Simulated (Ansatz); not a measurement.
# C2H2CuF: geometry at several levels

The task, for C2H2CuF: geometry at several levels.

Program: Ansatz 0.2.0. Level of theory: the levels named in each step. These are calculated values, not measurements.

**1. Starting point**

Bond lengths: C1–C2 1.230 Å, C1–Cu4 1.939 Å, C2–Cu4 2.013 Å, F3–Cu4 1.702 Å, C1–H5 1.062 Å, C2–H6 1.057 Å. Angles: C1–C2–Cu4 68.6°, C1–C2–H6 166.6°, Cu4–C2–H6 124.8°, C2–C1–Cu4 75.2°, C2–C1–H5 159.3°, Cu4–C1–H5 125.6°, C1–Cu4–C2 36.2°, C1–Cu4–F3 177.4°, C2–Cu4–F3 146.4°.

Structure file:

```xyz
6

C     1.3165    0.5638   -1.1046
C     1.0435   -0.6055   -1.3712
F    -1.3295   -0.2597    1.2559
Cu   -0.0927    0.0867    0.1390
H     1.7961    1.5095   -1.1616
H     0.9859   -1.5826   -1.7708
```

**2. A rough first relaxation, PBE-D4/def2-SVP**

Contents of input.yaml:

```yaml
crystal:
  periodic: [false, false, false]
  atoms:
    - { symbol: C, position_ang: [1.31653, 0.56377, -1.10461] }
    - { symbol: C, position_ang: [1.04348, -0.6055, -1.37116] }
    - { symbol: F, position_ang: [-1.32947, -0.25968, 1.25591] }
    - { symbol: Cu, position_ang: [-0.09271, 0.08668, 0.13897] }
    - { symbol: H, position_ang: [1.79607, 1.50951, -1.16156] }
    - { symbol: H, position_ang: [0.98586, -1.58257, -1.77082] }
basis:
  gaussian: { orbitals: def2-SVP }
hamiltonian:
  xc: pbe
  dispersion: d4
relax:
  f_tol: 0.03
  max_steps: 200
```

Launch:

```sh
ansatz run input.yaml --threads 2 --pin off --max-ram 5120MiB --backend cpu --events-out ev --progress --plain --runs-dir out
```

Standard output (excerpt; [...] marks lines left out):

```text
Warning: RAYON_NUM_THREADS=2 ignored (pool sized by the plan → 2); use --threads N
[...]
Functional definition: PBE
[...]
964 factors; their error is unknown
[...]
mean field -49440.82249869 eV, -1816.9167146338 hartree, gradient 1.1e-5 eV, S^2 0.000000; 0 other end points of the search recorded, 0 dependent functions left out
[...]
reference -49440.82256129 eV, -1816.9167169343 hartree; 26, 26 occupied and 57, 57 virtual orbitals, 964 factors
relax step   1: F+E_penalty+E_count = -49440.92492107 eV  Δ(F+E_penalty+E_count) = +0.000e0 eV  max|allowed force component| = 1.501e0 eV/Å  Δτ_max = 0.0000 Å  (28 SCF iters, accepted)
[...]
relax step   4: F+E_penalty+E_count = -49441.07943616 eV  Δ(F+E_penalty+E_count) = -7.599e-3 eV  max|allowed force component| = 1.162e-1 eV/Å  Δτ_max = 0.0356 Å  (31 SCF iters, accepted)
[...]
relax step   5: F+E_penalty+E_count = -49441.08600021 eV  Δ(F+E_penalty+E_count) = -6.564e-3 eV  max|allowed force component| = 1.304e-2 eV/Å  Δτ_max = 0.0688 Å  (31 SCF iters, accepted)
964 factors; their error is unknown
[...]
mean field -49440.98446235 eV, -1816.9226666884 hartree, gradient 1.5e-5 eV, S^2 0.000000; 1 other end points of the search recorded, 0 dependent functions left out
[...]
reference -49440.98452529 eV, -1816.9226690013 hartree; 26, 26 occupied and 57, 57 virtual orbitals, 964 factors
Total energy: -49441.08606315 eV, -1816.9264004489 hartree
Atom 0 at     1.312021     0.566906    -1.099399 Å, force     0.006161    -0.000837    -0.007113 eV/Å
Atom 1 at     1.043439    -0.628966    -1.381904 Å, force     0.000404     0.013040     0.005341 eV/Å
Atom 2 at    -1.344686    -0.111056     1.343740 Å, force     0.000554     0.006245     0.002350 eV/Å
Atom 3 at    -0.117153    -0.059278     0.092081 Å, force    -0.007551    -0.004726     0.005748 eV/Å
Atom 4 at     1.771899     1.555796    -1.113126 Å, force    -0.004446    -0.001876     0.004015 eV/Å
Atom 5 at     1.054242    -1.611192    -1.854662 Å, force     0.004877    -0.011846    -0.010341 eV/Å
Dipole moment:     0.711359     0.025187    -0.727675 e Å
```

Wall time 6.5 s (2 threads of AMD EPYC 7R43 (Zen 3), shared host); peak memory 0.14 GiB.

Relaxation path:

```
step  E - E(step 1) (eV)  largest force component (eV/Å)
   1              0.0000                          1.5011
   2             -0.1130                          0.6727
   3             -0.1469                          0.2023
   4             -0.1545                          0.1162
   5             -0.1611                          0.0130
```

Step 1 is the start.

Before: Bond lengths: C1–C2 1.230 Å, C1–Cu4 1.939 Å, C2–Cu4 2.013 Å, F3–Cu4 1.702 Å, C1–H5 1.062 Å, C2–H6 1.057 Å. Angles: C1–C2–Cu4 68.6°, C1–C2–H6 166.6°, Cu4–C2–H6 124.8°, C2–C1–Cu4 75.2°, C2–C1–H5 159.3°, Cu4–C1–H5 125.6°, C1–Cu4–C2 36.2°, C1–Cu4–F3 177.4°, C2–Cu4–F3 146.4°.

After: Bond lengths: C1–C2 1.258 Å, C1–Cu4 1.963 Å, C2–Cu4 1.961 Å, F3–Cu4 1.754 Å, C1–H5 1.091 Å, C2–H6 1.090 Å. Angles: C1–C2–Cu4 71.4°, C1–C2–H6 162.2°, Cu4–C2–H6 126.4°, C2–C1–Cu4 71.2°, C2–C1–H5 161.7°, Cu4–C1–H5 127.1°, C1–Cu4–C2 37.4°, C1–Cu4–F3 162.2°, C2–Cu4–F3 160.4°.

**3. Relaxation, HF/STO-3G**

Contents of input.yaml:

```yaml
crystal:
  periodic: [false, false, false]
  atoms:
    - { symbol: C, position_ang: [1.31202074, 0.56690566, -1.09939881] }
    - { symbol: C, position_ang: [1.04343871, -0.62896625, -1.3819036] }
    - { symbol: F, position_ang: [-1.34468649, -0.11105639, 1.34374013] }
    - { symbol: Cu, position_ang: [-0.11715345, -0.05927759, 0.09208076] }
    - { symbol: H, position_ang: [1.77189856, 1.55579625, -1.11312618] }
    - { symbol: H, position_ang: [1.05424193, -1.61119168, -1.85466229] }
basis:
  gaussian: { orbitals: STO-3G }
hamiltonian:
  xc: hf
relax:
  f_tol: 0.002
  max_steps: 150
```

Launch:

```sh
ansatz run input.yaml --threads 2 --pin off --max-ram 5120MiB --backend cpu --events-out ev --progress --plain --runs-dir out
```

Standard output (excerpt; [...] marks lines left out):

```text
Warning: RAYON_NUM_THREADS=2 ignored (pool sized by the plan → 2); use --threads N
[...]
Functional definition: HF
[...]
418 factors; integrals over basis functions are off by at most 2.0e-4 eV
[...]
mean field -48821.99900497 eV, -1794.1753706933 hartree, gradient 4.3e-7 eV, S^2 0.000000; 4 other end points of the search recorded, 0 dependent functions left out
[...]
reference -48821.99900497 eV, -1794.1753706933 hartree; 26, 26 occupied and 9, 9 virtual orbitals, 418 factors
relax step   1: F+E_penalty+E_count = -48821.99900497 eV  Δ(F+E_penalty+E_count) = +0.000e0 eV  max|allowed force component| = 5.307e0 eV/Å  Δτ_max = 0.0000 Å  (663 SCF iters, accepted)
[...]
relax step   3: F+E_penalty+E_count = -48824.04644221 eV  Δ(F+E_penalty+E_count) = -3.768e-1 eV  max|allowed force component| = 2.750e0 eV/Å  Δτ_max = 0.0794 Å  (139 SCF iters, accepted)
[...]
419 factors; integrals over basis functions are off by at most 2.0e-4 eV
[...]
mean field -48824.85834126 eV, -1794.2804493637 hartree, gradient 4.4e-6 eV, S^2 0.000000; 5 other end points of the search recorded, 0 dependent functions left out
[...]
reference -48824.85834126 eV, -1794.2804493637 hartree; 26, 26 occupied and 9, 9 virtual orbitals, 419 factors
Total energy: -48824.85834126 eV, -1794.2804493637 hartree
Atom 0 at     1.132587     0.605994    -0.896303 Å, force    -0.000853    -0.000222     0.000894 eV/Å
Atom 1 at     0.847617    -0.682591    -1.204908 Å, force    -0.000931    -0.000046     0.000775 eV/Å
Atom 2 at    -1.331396    -0.099039     1.343565 Å, force     0.000822     0.000123    -0.000626 eV/Å
Atom 3 at    -0.093943    -0.066299     0.067791 Å, force     0.000095    -0.000043    -0.000398 eV/Å
Atom 4 at     1.864551     1.252699    -1.356188 Å, force     0.000409     0.000241    -0.000301 eV/Å
Atom 5 at     1.300344    -1.298553    -1.967228 Å, force     0.000458    -0.000052    -0.000344 eV/Å
Dipole moment:     0.219197     0.005768    -0.225963 e Å
```

It took 6.7 s on 2 threads of AMD EPYC 7R43 (Zen 3), shared host; peak memory 0.12 GiB.

Step by step:

```
step  energy from step 1 (eV)  largest force component (eV/Å)
   1                   0.0000                          5.3066
   2                  -1.6706                          2.8574
   3                  -2.0474                          2.7500
   4                  -2.3681                          4.4988
   5                  -2.8485                          0.7314
   6                  -2.8572                          0.1996
   7                  -2.8585                          0.0815
   8                  -2.8593                          0.0062
   9                  -2.8593                          0.0009
```

Step 1 is the start.

Before: Bond lengths: C1–C2 1.258 Å, C1–Cu4 1.963 Å, C2–Cu4 1.961 Å, F3–Cu4 1.754 Å, C1–H5 1.091 Å, C2–H6 1.090 Å. Angles: C1–C2–Cu4 71.4°, C1–C2–H6 162.2°, Cu4–C2–H6 126.4°, C2–C1–Cu4 71.2°, C2–C1–H5 161.7°, Cu4–C1–H5 127.1°, C1–Cu4–C2 37.4°, C1–Cu4–F3 162.2°, C2–Cu4–F3 160.4°.

After: Bond lengths: C1–C2 1.355 Å, C1–Cu4 1.699 Å, C2–Cu4 1.699 Å, F3–Cu4 1.778 Å, C1–H5 1.080 Å, C2–H6 1.080 Å. Angles: C1–C2–Cu4 66.5°, C1–C2–H6 128.0°, Cu4–C2–H6 165.6°, C2–C1–Cu4 66.5°, C2–C1–H5 128.0°, Cu4–C1–H5 165.5°, C1–Cu4–C2 47.0°, C1–Cu4–F3 156.5°, C2–Cu4–F3 156.5°.

**4. Relaxation, HF/def2-SVP**

input.yaml: that of step 3 with these lines changed.

```diff
@@ -10,3 +10,3 @@
 basis:
-  gaussian: { orbitals: STO-3G }
+  gaussian: { orbitals: def2-SVP }
 hamiltonian:
```

Launch:

```sh
ansatz run input.yaml --threads 2 --pin off --max-ram 5120MiB --backend cpu --events-out ev --progress --plain --runs-dir out
```

Standard output (excerpt; [...] marks lines left out):

```text
Warning: RAYON_NUM_THREADS=2 ignored (pool sized by the plan → 2); use --threads N
[...]
Functional definition: HF
[...]
956 factors; integrals over basis functions are off by at most 3.7e-4 eV
[...]
mean field -49383.82243126 eV, -1814.8220007915 hartree, gradient 5.3e-5 eV, S^2 0.000000; 0 other end points of the search recorded, 0 dependent functions left out
[...]
reference -49383.82243126 eV, -1814.8220007915 hartree; 26, 26 occupied and 57, 57 virtual orbitals, 956 factors
relax step   1: F+E_penalty+E_count = -49383.82243126 eV  Δ(F+E_penalty+E_count) = +0.000e0 eV  max|allowed force component| = 3.688e0 eV/Å  Δτ_max = 0.0000 Å  (54 SCF iters, accepted)
[...]
relax step   6: F+E_penalty+E_count = -49384.33850651 eV  Δ(F+E_penalty+E_count) = -1.041e-4 eV  max|allowed force component| = 4.643e-3 eV/Å  Δτ_max = 0.0040 Å  (46 SCF iters, accepted)
[...]
956 factors; integrals over basis functions are off by at most 3.7e-4 eV
[...]
mean field -49384.33850808 eV, -1814.8409662652 hartree, gradient 1.1e-5 eV, S^2 0.000000; 1 other end points of the search recorded, 0 dependent functions left out
[...]
reference -49384.33850808 eV, -1814.8409662652 hartree; 26, 26 occupied and 57, 57 virtual orbitals, 956 factors
Total energy: -49384.33850808 eV, -1814.8409662652 hartree
Atom 0 at     1.443939     0.539125    -1.249659 Å, force     0.000028     0.000036    -0.000005 eV/Å
Atom 1 at     1.191766    -0.600045    -1.522593 Å, force     0.000005    -0.000093    -0.000056 eV/Å
Atom 2 at    -1.464630    -0.100390     1.473462 Å, force     0.000040     0.000067    -0.000012 eV/Å
Atom 3 at    -0.207708    -0.068559     0.181818 Å, force    -0.000134    -0.000033     0.000128 eV/Å
Atom 4 at     1.728537     1.553578    -1.069008 Å, force    -0.000001     0.000063     0.000026 eV/Å
Atom 5 at     1.027855    -1.611499    -1.827290 Å, force     0.000061    -0.000040    -0.000082 eV/Å
Dipole moment:     1.123576     0.028362    -1.154655 e Å
```

Run time: 8.3 s. Hardware: 2 threads of AMD EPYC 7R43 (Zen 3), shared host; peak memory 0.18 GiB.

The steps of the relaxation:

```csv
step,energy from step 1 (eV),largest force component (eV/Å)
1,0.0000,3.6876
2,-0.2402,0.8861
3,-0.4299,0.6561
4,-0.5149,0.1038
5,-0.5160,0.0526
6,-0.5161,0.0046
7,-0.5161,0.0001
```

Step 1 is the start.

Before: Bond lengths: C1–C2 1.258 Å, C1–Cu4 1.963 Å, C2–Cu4 1.961 Å, F3–Cu4 1.754 Å, C1–H5 1.091 Å, C2–H6 1.090 Å. Angles: C1–C2–Cu4 71.4°, C1–C2–H6 162.2°, Cu4–C2–H6 126.4°, C2–C1–Cu4 71.2°, C2–C1–H5 161.7°, Cu4–C1–H5 127.1°, C1–Cu4–C2 37.4°, C1–Cu4–F3 162.2°, C2–Cu4–F3 160.4°.

After: Bond lengths: C1–C2 1.198 Å, C1–Cu4 2.269 Å, C2–Cu4 2.268 Å, F3–Cu4 1.803 Å, C1–H5 1.069 Å, C2–H6 1.069 Å. Angles: C1–C2–Cu4 74.7°, C1–C2–H6 175.4°, Cu4–C2–H6 110.0°, C2–C1–Cu4 74.7°, C2–C1–H5 175.4°, Cu4–C1–H5 110.0°, C1–Cu4–C2 30.6°, C1–Cu4–F3 164.7°, C2–Cu4–F3 164.7°.

**5. Relaxation, LDA/def2-SVP**

input.yaml: that of step 4 with these lines changed.

```diff
@@ -12,3 +12,3 @@
 hamiltonian:
-  xc: hf
+  xc: lda
 relax:
```

Launch:

```sh
ansatz run input.yaml --threads 2 --pin off --max-ram 5120MiB --backend cpu --events-out ev --progress --plain --runs-dir out
```

Standard output (excerpt; [...] marks lines left out):

```text
Warning: RAYON_NUM_THREADS=2 ignored (pool sized by the plan → 2); use --threads N
[...]
Functional definition: SPW92
[...]
964 factors; their error is unknown
[...]
mean field -49340.87691134 eV, -1813.2437820440 hartree, gradient 6.9e-6 eV, S^2 0.000000; 0 other end points of the search recorded, 0 dependent functions left out
[...]
reference -49340.87697072 eV, -1813.2437842263 hartree; 26, 26 occupied and 57, 57 virtual orbitals, 964 factors
relax step   1: F+E_penalty+E_count = -49340.87691134 eV  Δ(F+E_penalty+E_count) = +0.000e0 eV  max|allowed force component| = 6.414e-1 eV/Å  Δτ_max = 0.0000 Å  (28 SCF iters, accepted)
[...]
relax step   6: F+E_penalty+E_count = -49340.91710284 eV  Δ(F+E_penalty+E_count) = -5.068e-5 eV  max|allowed force component| = 3.408e-3 eV/Å  Δτ_max = 0.0060 Å  (32 SCF iters, accepted)
[...]
relax step   7: F+E_penalty+E_count = -49340.91710387 eV  Δ(F+E_penalty+E_count) = -1.033e-6 eV  max|allowed force component| = 9.262e-5 eV/Å  Δτ_max = 0.0010 Å  (20 SCF iters, accepted)
964 factors; their error is unknown
[...]
mean field -49340.91710387 eV, -1813.2452590925 hartree, gradient 6.2e-5 eV, S^2 0.000000; 1 other end points of the search recorded, 0 dependent functions left out
[...]
reference -49340.91716339 eV, -1813.2452612798 hartree; 26, 26 occupied and 57, 57 virtual orbitals, 964 factors
Total energy: -49340.91716339 eV, -1813.2452612798 hartree
Atom 0 at     1.293382     0.561472    -1.082655 Å, force     0.000018     0.000023    -0.000010 eV/Å
Atom 1 at     1.029211    -0.630705    -1.368016 Å, force    -0.000000    -0.000027    -0.000013 eV/Å
Atom 2 at    -1.294991    -0.095228     1.299545 Å, force     0.000021     0.000093     0.000025 eV/Å
Atom 3 at    -0.099150    -0.065544     0.070394 Å, force    -0.000012    -0.000040    -0.000012 eV/Å
Atom 4 at     1.747116     1.557060    -1.086689 Å, force    -0.000081    -0.000055     0.000061 eV/Å
Atom 5 at     1.044192    -1.614845    -1.845847 Å, force     0.000054     0.000006    -0.000051 eV/Å
Dipole moment:     0.688439     0.017020    -0.707649 e Å
```

It took 5.9 s on 2 threads of AMD EPYC 7R43 (Zen 3), shared host; peak memory 0.14 GiB.

Relaxation path:

```csv
step,energy from step 1 (eV),largest force component (eV/Å)
1,0.0000,0.6414
2,-0.0256,0.3707
3,-0.0400,0.0470
4,-0.0401,0.0120
5,-0.0401,0.0241
6,-0.0402,0.0034
7,-0.0402,0.0001
```

Step 1 is the start.

Before: Bond lengths: C1–C2 1.258 Å, C1–Cu4 1.963 Å, C2–Cu4 1.961 Å, F3–Cu4 1.754 Å, C1–H5 1.091 Å, C2–H6 1.090 Å. Angles: C1–C2–Cu4 71.4°, C1–C2–H6 162.2°, Cu4–C2–H6 126.4°, C2–C1–Cu4 71.2°, C2–C1–H5 161.7°, Cu4–C1–H5 127.1°, C1–Cu4–C2 37.4°, C1–Cu4–F3 162.2°, C2–Cu4–F3 160.4°.

After: Bond lengths: C1–C2 1.254 Å, C1–Cu4 1.914 Å, C2–Cu4 1.914 Å, F3–Cu4 1.715 Å, C1–H5 1.094 Å, C2–H6 1.094 Å. Angles: C1–C2–Cu4 70.9°, C1–C2–H6 162.1°, Cu4–C2–H6 127.0°, C2–C1–Cu4 70.9°, C2–C1–H5 162.1°, Cu4–C1–H5 127.0°, C1–Cu4–C2 38.3°, C1–Cu4–F3 160.9°, C2–Cu4–F3 160.9°.

**6. Relaxation, PBE-D4/def2-SVP**

input.yaml: that of step 5 with these lines changed.

```diff
@@ -12,3 +12,4 @@
 hamiltonian:
-  xc: lda
+  xc: pbe
+  dispersion: d4
 relax:
```

Launch:

```sh
ansatz run input.yaml --threads 2 --pin off --max-ram 5120MiB --backend cpu --events-out ev --progress --plain --runs-dir out
```

Standard output (excerpt; [...] marks lines left out):

```text
Warning: RAYON_NUM_THREADS=2 ignored (pool sized by the plan → 2); use --threads N
[...]
Functional definition: PBE
[...]
964 factors; their error is unknown
[...]
mean field -49440.98446256 eV, -1816.9226666961 hartree, gradient 5.7e-6 eV, S^2 0.000000; 0 other end points of the search recorded, 0 dependent functions left out
[...]
reference -49440.98452549 eV, -1816.9226690087 hartree; 26, 26 occupied and 57, 57 virtual orbitals, 964 factors
relax step   1: F+E_penalty+E_count = -49441.08600042 eV  Δ(F+E_penalty+E_count) = +0.000e0 eV  max|allowed force component| = 1.301e-2 eV/Å  Δτ_max = 0.0000 Å  (29 SCF iters, accepted)
[...]
relax step   5: F+E_penalty+E_count = -49441.08613527 eV  Δ(F+E_penalty+E_count) = -3.027e-7 eV  max|allowed force component| = 3.901e-3 eV/Å  Δτ_max = 0.0000 Å  (18 SCF iters, accepted)
[...]
relax step   6: F+E_penalty+E_count = -49441.08613864 eV  Δ(F+E_penalty+E_count) = -3.372e-6 eV  max|allowed force component| = 1.289e-3 eV/Å  Δτ_max = 0.0007 Å  (23 SCF iters, accepted)
964 factors; their error is unknown
[...]
mean field -49440.98461348 eV, -1816.9226722424 hartree, gradient 8.2e-6 eV, S^2 0.000000; 1 other end points of the search recorded, 0 dependent functions left out
[...]
reference -49440.98467641 eV, -1816.9226745549 hartree; 26, 26 occupied and 57, 57 virtual orbitals, 964 factors
Total energy: -49441.08620157 eV, -1816.9264055359 hartree
Atom 0 at     1.309648     0.563645    -1.098525 Å, force    -0.000072     0.001289     0.000629 eV/Å
Atom 1 at     1.044817    -0.632060    -1.384859 Å, force    -0.000597    -0.001231     0.000026 eV/Å
Atom 2 at    -1.341912    -0.096421     1.347723 Å, force     0.000209     0.000013    -0.000151 eV/Å
Atom 3 at    -0.119010    -0.066197     0.090772 Å, force    -0.000129    -0.000027     0.000023 eV/Å
Atom 4 at     1.763823     1.555104    -1.104998 Å, force     0.000288    -0.000073    -0.000275 eV/Å
Atom 5 at     1.062393    -1.611862    -1.863383 Å, force     0.000300     0.000029    -0.000252 eV/Å
Dipole moment:     0.710048     0.017546    -0.729849 e Å
```

It took 7 s on 2 threads of AMD EPYC 7R43 (Zen 3), shared host; peak memory 0.14 GiB.

Step by step:

```
step  energy from step 1 (eV)  largest force component (eV/Å)
   1                   0.0000                          0.0130
   2                   0.0000                          0.0056
   3                  -0.0001                          0.0040
   4                  -0.0001                          0.0044
   5                  -0.0001                          0.0039
   6                  -0.0001                          0.0013
```

Step 1 is the start. Step 4 was tried and not accepted.

Before: Bond lengths: C1–C2 1.258 Å, C1–Cu4 1.963 Å, C2–Cu4 1.961 Å, F3–Cu4 1.754 Å, C1–H5 1.091 Å, C2–H6 1.090 Å. Angles: C1–C2–Cu4 71.4°, C1–C2–H6 162.2°, Cu4–C2–H6 126.4°, C2–C1–Cu4 71.2°, C2–C1–H5 161.7°, Cu4–C1–H5 127.1°, C1–Cu4–C2 37.4°, C1–Cu4–F3 162.2°, C2–Cu4–F3 160.4°.

After: Bond lengths: C1–C2 1.258 Å, C1–Cu4 1.963 Å, C2–Cu4 1.963 Å, F3–Cu4 1.754 Å, C1–H5 1.091 Å, C2–H6 1.091 Å. Angles: C1–C2–Cu4 71.3°, C1–C2–H6 161.9°, Cu4–C2–H6 126.8°, C2–C1–Cu4 71.3°, C2–C1–H5 161.9°, Cu4–C1–H5 126.8°, C1–Cu4–C2 37.4°, C1–Cu4–F3 161.3°, C2–Cu4–F3 161.3°.

**7. Geometries side by side**

```tsv
level	C1–C2 (Å)	C1–Cu4 (Å)	C2–Cu4 (Å)	rotational constants (MHz)	dipole (D)	CPU time
HF/STO-3G	1.3553	1.6988	1.6989	34497, 3908.3, 3510.6	1.51	12 s
HF/def2-SVP	1.1982	2.2686	2.2685	35590, 2773.5, 2573	7.74	15 s
LDA/def2-SVP	1.2540	1.9136	1.9135	33593, 3572.1, 3228.7	4.74	11 s
PBE-D4/def2-SVP	1.2577	1.9627	1.9627	33507, 3395.2, 3082.9	4.89	13 s
```

Constants are for the commonest isotopes at the equilibrium geometry; times are CPU times of the relaxations.

**8. Summary of results**

```
                 quantity    value
 C1–C2 at PBE-D4/def2-SVP  1.258 Å
C1–Cu4 at PBE-D4/def2-SVP  1.963 Å
C2–Cu4 at PBE-D4/def2-SVP  1.963 Å
```

**Reading.** The C–C distance spreads over 0.157 Å, from HF/def2-SVP (shortest) to HF/STO-3G.
